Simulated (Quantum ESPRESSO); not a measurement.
## MnPt2 in Quantum ESPRESSO: the effect of strain

The system is MnPt2.

```
CELL_PARAMETERS angstrom
2.74407 0.00000 0.00000
-1.37203 2.37643 0.00000
0.00000 0.00000 6.53250
ATOMIC_POSITIONS crystal
Pt 0.66667 0.33333 0.31621
Pt 0.33333 0.66667 0.68379
Mn 0.00000 0.00000 0.00000
```

The cell comes from a database or a generator and needn't be the stable form of this composition.

Alike in all runs:

- Program: Quantum ESPRESSO 7.5
- Task: relaxation of the atoms
- Functional: PBEsol
- Potentials or basis: GBRV 1.5 PBEsol
- Cutoff: 612 eV
- Density cutoff: 4898 eV
- k mesh: 5 × 5 × 2
- Occupations: fermi-dirac, width 0.05 eV
- Spin: collinear spin, ferromagnetic start
- Starting moments: [0.0, 0.0, 4.0] μB
- Kind of strain: biaxial_xy
- Mixing beta: 0.3
- Most SCF iterations: 120
- SCF threshold: 6e-10 Ry
- Most ionic steps: 40
- Forc conv thr: 0.0004 Ry/bohr

Each run relaxes the cell or the atoms first.

```csv
strain,pressure (GPa),moment (μB)
-0.04,7.6,3.99
-0.02,?,?
-0.01,-4.9,4.23
0,-8.5,4.26
0.01,-11.7,4.28
0.02,-14.4,4.38
0.04,-18.6,4.74
```

**Question.** What does the run with strain -0.02 give?

**Answer.** Pressure -1.3 GPa; moment 4.16 μB.

Worked out: A parabola through the other rows of the pressure, of slope -404 GPa per unit of strain there, gives -1.2 GPa, against the run's -1.3. A parabola through the other rows of the moment, of slope 5.57 μB per unit of strain there, gives 4.09 μB, against the run's 4.16. The fit is too stiff a form for this range.

Caveats: all runs use coarse meshes; the relaxation stopped at its first step, so nothing moved (some runs).
